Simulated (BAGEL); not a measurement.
# GaSiH5S (SMILES [SiH3][GaH][SH]): HF/6-31G(d) (density fitting with qzvpp-jkfit, spherical functions)

Aim: the vertical singlet–triplet gap of GaSiH5S at HF/6-31G* (density fitting with qzvpp-jkfit, spherical functions), from 2 runs. 

The calculation is run with BAGEL 1.2.2.

24 further runs of the same task are left out: 4 that didn't finish, 20 set aside as unsound or not needed.

## (1) The structure to begin with

The species is GaSiH5S (8 atoms), meant as a singlet with charge 0. As SMILES, `[SiH3][GaH][SH]`. Geometry: a GFN2-xTB relaxation, a rough one for these elements and not checked as a minimum. This is one conformer, not always the lowest.

Bond lengths: Si1–Ga2 2.420 Å, Ga2–S3 2.239 Å, Si1–H4 1.478 Å, Si1–H5 1.472 Å, Si1–H6 1.470 Å, Ga2–H7 1.616 Å, S3–H8 1.333 Å. Angles: Si1–Ga2–S3 125.1°, Si1–Ga2–H7 126.7°, S3–Ga2–H7 108.3°, Ga2–Si1–H4 108.0°, Ga2–Si1–H5 112.1°, Ga2–Si1–H6 112.3°, Ga2–S3–H8 92.9°, H4–Si1–H5 107.6°, H4–Si1–H6 107.9°, H5–Si1–H6 108.7°.

## (2) A single-point energy at HF/6-31G(d) (density fitting with qzvpp-jkfit, spherical functions)

input.json reads:

```json
{ "bagel" : [

{
  "title" : "molecule",
  "basis" : "6-31gs.json",
  "df_basis" : "qzvpp-jkfit",
  "angstrom" : "true",
  "geometry" : [
    { "atom" : "Si", "xyz" : [      -0.779950,       0.905280,      -0.704400 ] },
    { "atom" : "Ga", "xyz" : [       0.908330,      -0.062100,       0.734600 ] },
    { "atom" : "S", "xyz" : [       1.161860,      -2.252020,       1.128710 ] },
    { "atom" : "H", "xyz" : [      -1.736630,      -0.161580,      -1.068390 ] },
    { "atom" : "H", "xyz" : [      -0.206750,       1.435250,      -1.952540 ] },
    { "atom" : "H", "xyz" : [      -1.531460,       1.978870,      -0.038070 ] },
    { "atom" : "H", "xyz" : [       2.034010,       0.737720,       1.574440 ] },
    { "atom" : "H", "xyz" : [       0.150580,      -2.581430,       0.325670 ] }
  ]
},

{ "title" : "hf" },

{ "title" : "print", "file" : "orbitals.molden", "orbitals" : "true" }

]}
```

The basis set 6-31G* is read from a file made from the Basis Set Exchange's data (not shown).

Command:

```
$ BAGEL_NUM_THREADS=1 BAGEL input.json > input.out
```

The program printed:

```text
* using 1 threads per process

  ===============================================================
  ===============================================================

  *** Geometry ***

  { "atom" : "Si", "xyz" : [     -1.473892,      1.710731,     -1.331123 ] },
  { "atom" : "Ga", "xyz" : [      1.716495,     -0.117352,      1.388193 ] },
  { "atom" : "S", "xyz" : [      2.195597,     -4.255701,      2.132953 ] },
  { "atom" : "H", "xyz" : [     -3.281755,     -0.305342,     -2.018964 ] },
  { "atom" : "H", "xyz" : [     -0.390701,      2.712229,     -3.689766 ] },
  { "atom" : "H", "xyz" : [     -2.894040,      3.739522,     -0.071942 ] },
  { "atom" : "H", "xyz" : [      3.843722,      1.394089,      2.975260 ] },
  { "atom" : "H", "xyz" : [      0.284555,     -4.878196,      0.615427 ] },

  Number of auxiliary basis functions:      612

  Since a DF basis is specified, we compute 2- and 3-index integrals:
    o Being stored without compression. Storage requirement is 0.030 GB

  Number of basis functions:       78
  Number of electrons      :       66

    * METHOD: MOLECULE                             0.33

  *** RHF ***

  === Nuclear Repulsion ===
   307.2694076082

      * DIIS with orbital gradients will be used.

  === RHF iteration (6-31gs.json) ===
      0      -2612.24736480          0.00916098           0.09
      1      -2612.31268302          0.00468358           0.09
      2      -2612.32344873          0.00141812           0.09
      3      -2612.32486789          0.00037813           0.09
      4      -2612.32497313          0.00006186           0.11
      5      -2612.32497819          0.00001430           0.11
      6      -2612.32497849          0.00000494           0.11
      7      -2612.32497853          0.00000097           0.11
      8      -2612.32497853          0.00000020           0.10
      9      -2612.32497853          0.00000007           0.09
     10      -2612.32497853          0.00000002           0.09
     11      -2612.32497853          0.00000001           0.11
    * SCF iteration converged.

    * Permanent dipole moment:
           (    0.471671,    -0.537265,     0.440288) a.u.

    * METHOD: HF                                   1.41

    * METHOD: PRINT                                0.01

  ===============================================================
```

It took 2.1 s on 1 thread of Intel Xeon 6975P-C (Granite Rapids), shared host; peak memory 0.15 GiB.

## (3) The triplet

input.json reads:

```json
{ "bagel" : [

{
  "title" : "molecule",
  "basis" : "6-31gs.json",
  "df_basis" : "qzvpp-jkfit",
  "angstrom" : true,
  "geometry" : [
    { "atom" : "Si", "xyz" : [   -0.779950,    0.905280,   -0.704400 ] },
    { "atom" : "Ga", "xyz" : [    0.908330,   -0.062100,    0.734600 ] },
    { "atom" : "S", "xyz" : [    1.161860,   -2.252020,    1.128710 ] },
    { "atom" : "H", "xyz" : [   -1.736630,   -0.161580,   -1.068390 ] },
    { "atom" : "H", "xyz" : [   -0.206750,    1.435250,   -1.952540 ] },
    { "atom" : "H", "xyz" : [   -1.531460,    1.978870,   -0.038070 ] },
    { "atom" : "H", "xyz" : [    2.034010,    0.737720,    1.574440 ] },
    { "atom" : "H", "xyz" : [    0.150580,   -2.581430,    0.325670 ] }
  ]
},
{
  "title" : "uhf",
  "charge" : 0,
  "nopen" : 2
},
{
  "title" : "print",
  "file" : "orbitals.molden",
  "orbitals" : true
}

]}
```

The basis set 6-31G* is read from a file made from the Basis Set Exchange's data (not shown).

Command:

```
$ BAGEL_NUM_THREADS=1 BAGEL input.json > input.out
```

The program printed:

```text
* using 1 threads per process

  ===============================================================
  ===============================================================

  *** Geometry ***

  { "atom" : "Si", "xyz" : [     -1.473892,      1.710731,     -1.331123 ] },
  { "atom" : "Ga", "xyz" : [      1.716495,     -0.117352,      1.388193 ] },
  { "atom" : "S", "xyz" : [      2.195597,     -4.255701,      2.132953 ] },
  { "atom" : "H", "xyz" : [     -3.281755,     -0.305342,     -2.018964 ] },
  { "atom" : "H", "xyz" : [     -0.390701,      2.712229,     -3.689766 ] },
  { "atom" : "H", "xyz" : [     -2.894040,      3.739522,     -0.071942 ] },
  { "atom" : "H", "xyz" : [      3.843722,      1.394089,      2.975260 ] },
  { "atom" : "H", "xyz" : [      0.284555,     -4.878196,      0.615427 ] },

  Number of auxiliary basis functions:      612

  Since a DF basis is specified, we compute 2- and 3-index integrals:
    o Being stored without compression. Storage requirement is 0.030 GB

  Number of basis functions:       78
  Number of electrons      :       66

    * METHOD: MOLECULE                             0.35

  *** Open-shell HF ***

  === Nuclear Repulsion ===
   307.2694076082

      * DIIS with orbital gradients will be used.

  === UHF iteration (6-31gs.json) ===
      0      -2612.06075702          0.01866226           0.19
      1      -2612.14324942          0.01045631           0.20
      2      -2612.15827318          0.00668235           0.19
      3      -2612.16349566          0.00152334           0.19
      4      -2612.16480547          0.00082601           0.19
      5      -2612.16533793          0.00041909           0.19
      6      -2612.16565072          0.00018137           0.18
      7      -2612.16574860          0.00011625           0.20
      8      -2612.16580969          0.00007727           0.20
      9      -2612.16584831          0.00004625           0.20
     10      -2612.16586461          0.00002620           0.21
     11      -2612.16586819          0.00001549           0.19
     12      -2612.16586980          0.00000752           0.18
     13      -2612.16587036          0.00000362           0.18
     14      -2612.16587046          0.00000176           0.21
     15      -2612.16587047          0.00000087           0.23
     16      -2612.16587048          0.00000056           0.26
     17      -2612.16587048          0.00000046           0.26
     18      -2612.16587048          0.00000037           0.25
     19      -2612.16587048          0.00000025           0.22
     20      -2612.16587048          0.00000015           0.20
     21      -2612.16587048          0.00000010           0.24
     22      -2612.16587048          0.00000006           0.22
     23      -2612.16587048          0.00000003           0.18
     24      -2612.16587048          0.00000002           0.20
     25      -2612.16587048          0.00000001           0.23
     26      -2612.16587048          0.00000001           0.18
    * SCF iteration converged.

    * S^2 (UHF) is 2.0069

    * Permanent dipole moment:
           (    1.187188,    -0.947079,     1.076680) a.u.

    * METHOD: UHF                                  5.86

    * METHOD: PRINT                                0.01

  ===============================================================
```

It took 6.6 s on 1 thread of Intel Xeon 6975P-C (Granite Rapids), shared host; peak memory 0.15 GiB.

## (4) Outcome

At HF/6-31G* (density fitting with qzvpp-jkfit, spherical functions):

| quantity | value |
| --- | --- |
| singlet: total energy | -2612.32498 Eh |
| singlet: dipole moment | 2.13 D |
| singlet: HOMO energy | -10.26 eV |
| singlet: LUMO energy | 0.88 eV |
| singlet: HOMO–LUMO gap | 11.14 eV |
| triplet: total energy | -2612.16587 Eh |
| triplet: dipole moment | 4.73 D |
| triplet: ⟨S²⟩ | 2.007 |
| vertical energy of the triplet above the singlet | 4.330 eV |

What this shows: At this shape the triplet lies 4.33 eV (100 kcal/mol) above the singlet.
